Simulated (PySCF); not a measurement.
# C4H3FO2: electronic excitations and core binding energies

Aim: predict the electronic excitations and core binding energies of C4H3FO2 (`C#CC(=O)OCF`).

The runs use PySCF 2.14.0, with density-fitted response routines of our own; the level of theory stands in each step. All values are computed, except where a source is named. Atoms are numbered from 0 throughout.

## 1. The starting structure

10 atoms, charge 0, multiplicity 1; geometry from: GFN2-xTB.

Bonds of the start (Å): C0–C1 1.20, C1–C2 1.44, C2–O3 1.20, C2–O4 1.35, O4–C5 1.40, C5–F6 1.35, C0–H7 1.05, C5–H8 1.10, C5–H9 1.10.

## 2. Excited states and response: CAM-B3LYP/def2-SVPD

Job settings and geometry (Å):

```
{"job": {"kind": "uv", "xc": "CAM-B3LYP", "basis": "def2-SVPD", "nstates": 8, "ntriplets": 3}, "charge": 0, "multiplicity": 1}
C      2.875254     0.474524     0.021359
C      1.749899     0.114448    -0.186416
C      0.428313    -0.377718    -0.474519
O      0.178696    -1.345388    -1.141023
O     -0.506254     0.396981     0.105711
C     -1.837026     0.008285    -0.105958
F     -2.611031     0.844694     0.611528
H      3.855382     0.802215     0.212758
H     -2.011664    -1.018830     0.247603
H     -2.112687     0.105443    -1.166412
```

Level: TDDFT CAM-B3LYP/def2-SVPD, vertical, gas phase, core orbitals frozen in the response.

The run is started by

```sh
> OMP_NUM_THREADS=1 python probes_run.py task.json out
```

This one command runs all jobs of the session in turn.

**Question.** After this job, these run on its result: delta-SCF UKS SCAN, pcX-2 on the ionised atom, pcseg-1 elsewhere, spin-free X2C. What will the session give for the following? lowest singlet (CAM-B3LYP/def2-SVPD); brightest single state of those computed; lowest triplet; C1s binding energies, SCAN/pcX-2 (standing for 2 of 4 atoms); O1s binding energies, SCAN/pcX-2; F1s binding energies, SCAN/pcX-2.

**Answer**, as computed:

```
                                                    quantity                        value
                        lowest singlet (CAM-B3LYP/def2-SVPD)  5.02 eV (247 nm), f = 0.000
                    brightest single state of those computed  state 8, 8.69 eV, f = 0.194
                                              lowest triplet                      4.59 eV
C1s binding energies, SCAN/pcX-2 (standing for 2 of 4 atoms)      C2 295.82, C5 295.41 eV
                            O1s binding energies, SCAN/pcX-2      O4 540.22, O3 538.34 eV
                            F1s binding energies, SCAN/pcX-2                 F6 693.53 eV
```

**Reading.** The first singlet state (HOMO→LUMO 0.96) lies at 5.02 eV and is dark; of the 8 states computed, the strongest absorption comes from state 8 at 8.69 eV (the last computed, so partners may be missing). The lowest triplet lies 0.43 eV below the lowest singlet (triplets in Tamm-Dancoff, singlets in full TDDFT). C2 (ester carbonyl carbon) binds its C1s electron 0.41 eV more tightly than C5 (sp3 CH2 bonded to F and O). Only 2 of the 4 C atoms are covered by sound results. O4 (ester alkoxy oxygen) binds its O1s electron 1.88 eV more tightly than O3 (ester carbonyl oxygen).
